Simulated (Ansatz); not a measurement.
# W3C: the cost of one run

Program: Ansatz 0.2.0. Level of theory: DFT PBE, scalar-relativistic, plane waves, PAW. These are calculated values, not measurements.

### Step 1. Starting point

The structure is cubic, space group Pm-3m (No. 221). Conventional cell: a = 4.278 Å, b = 4.278 Å, c = 4.278 Å, α = 90.00°, β = 90.00°, γ = 90.00°. W (site symmetry 4/mmm) is surrounded by 2 C at 2.14 Å. C (site symmetry m-3m) is surrounded by 6 W at 2.14 Å.

As a file:

```
CELL_PARAMETERS angstrom
4.27838 0.00000 0.00000
0.00000 4.27838 0.00000
0.00000 0.00000 4.27838
ATOMIC_POSITIONS crystal
W 0.50000 0.00000 0.00000
W 0.00000 0.50000 0.00000
W 0.00000 0.00000 0.50000
C 0.00000 0.00000 0.00000
```

The cell is invented: random cell by space group and Wyckoff sites (Pm-3m, No. 221). The dimensions are guesses.

### Step 2. Probe: one point on a coarse mesh

input.yaml

```yaml
crystal:
  lattice:
    - [4.27838009, 0.0, 0.0]
    - [0.0, 4.27838009, 0.0]
    - [0.0, 0.0, 4.27838009]
  atoms:
    - { symbol: W, position: [0.5, 0.0, 0.0] }
    - { symbol: W, position: [0.0, 0.5, 0.0] }
    - { symbol: W, position: [0.0, 0.0, 0.5] }
    - { symbol: C, position: [0.0, 0.0, 0.0] }
basis:
  ecutwfc: 420
kpoints:
  mp_grid: { grid: [4, 4, 4] }
hamiltonian:
  xc: pbe
scf:
  occupations: { method: gaussian, width: 0.1 }
  lower_state_search: "off"
output:
  forces: true
  stress: true
  eigenvalues: true
```

Started as:

```bash
> ansatz run input.yaml --threads 1 --pin off --max-ram 2560MiB --backend cpu --events-out ev --progress --plain --runs-dir out
```

**Question.** How long does this run take on 1 thread of Intel Xeon at 2.50GHz (Skylake/Cascade Lake), shared host, and how much memory does it need?

About 3.1 s, with a peak of 0.34 GiB.
